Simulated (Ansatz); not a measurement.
# Ti3Al5: a trial structure relaxed

Where does Ti3Al5 go from the start given, structure listed in a database for this formula (Pmmm, No. 47)?

Method: DFT r2SCAN, scalar-relativistic, plane waves, PAW, in Ansatz 0.2.0.

Symmetry: Pmmm, No. 47, orthorhombic system. Conventional cell: a = 3.901 Å, b = 4.014 Å, c = 8.083 Å, α = 90.00°, β = 90.00°, γ = 90.00°. Ti (site symmetry mm2) is surrounded by 10 Al at 2.72 to 2.94 Å and 2 Ti at 2.90 Å. Ti (site symmetry mmm) is surrounded by 8 Al at 2.80 Å and 4 Ti at 2.90 Å. Al (site symmetry mmm) is surrounded by 4 Al at 2.76 Å and 8 Ti at 2.80 to 2.94 Å. Al (site symmetry mmm) is surrounded by 4 Ti at 2.76 Å and 8 Al at 2.80 to 2.85 Å. Al (site symmetry mmm) is surrounded by 4 Ti at 2.72 Å and 8 Al at 2.80 to 2.89 Å. Around Al (site symmetry mm2) lie 6 Al at 2.76 to 2.89 Å and 6 Ti at 2.80 Å.

As a file:

```xyz
8
Lattice="3.9010 0.0000 0.0000 0.0000 4.0139 0.0000 0.0000 0.0000 8.0833" Properties=species:S:1:pos:R:3 pbc="T T T"
Ti    0.0000    2.0070    2.1426
Ti    0.0000    2.0070    5.9407
Ti    1.9505    2.0070    0.0000
Al    0.0000    0.0000    0.0000
Al    0.0000    0.0000    4.0416
Al    1.9505    2.0070    4.0416
Al    1.9505    0.0000    1.9580
Al    1.9505    0.0000    6.1252
```

The structure above is the start of the run; the results belong to its end.

Formation energies count from the elements, computed with the same settings in runs not shown here.

```
                          quantity                                                                      value
                              cell  a = 3.902 Å, b = 4.023 Å, c = 8.071 Å, α = 90.00°, β = 90.00°, γ = 90.00°
                       space group                                                              Pmmm (No. 47)
                            volume                                                              15.83 Å³/atom
                   gap on the mesh                                                               none (metal)
formation energy from the elements                                                             -0.456 eV/atom
```

In words: The space group stayed Pmmm, and from the first guess the volume went from 15.82 to 15.83 Å³/atom. With -0.46 eV/atom it lies under the elements, which doesn't yet make it stable against other compounds of them.

**Question.** Which input and command would start the relaxation behind these results?

The input that was run (others would do too):

input.yaml reads:

```yaml
crystal:
  lattice:
    - [3.90101378, 0.0, 0.0]
    - [0.0, 4.01393894, 0.0]
    - [0.0, 0.0, 8.0832905]
  atoms:
    - { symbol: Ti, position: [0.0, 0.5, 0.26506523] }
    - { symbol: Ti, position: [0.0, 0.5, 0.73493477] }
    - { symbol: Ti, position: [0.5, 0.5, 0.0] }
    - { symbol: Al, position: [0.0, 0.0, 0.0] }
    - { symbol: Al, position: [0.0, 0.0, 0.5] }
    - { symbol: Al, position: [0.5, 0.5, 0.5] }
    - { symbol: Al, position: [0.5, 0.0, 0.24223368] }
    - { symbol: Al, position: [0.5, 0.0, 0.75776632] }
basis:
  ecutwfc: 500
kpoints:
  mp_grid: { grid: [10, 10, 6] }
hamiltonian:
  xc: r2scan
scf:
  occupations: { method: gaussian, width: 0.1 }
output:
  forces: true
  stress: true
  eigenvalues: true
  write_density: true
  write_potential: true
  elf: true
  volumetric_format: npy
relax:
  adjacent_minimum: "off"
  f_tol: 0.01
  max_steps: 80
  cell: { stress_tol: 0.05 }
```

On the command line:

```console
> ansatz run input.yaml --threads 1 --pin off --max-ram 2560MiB --backend cpu --events-out ev --progress --plain --runs-dir out
```
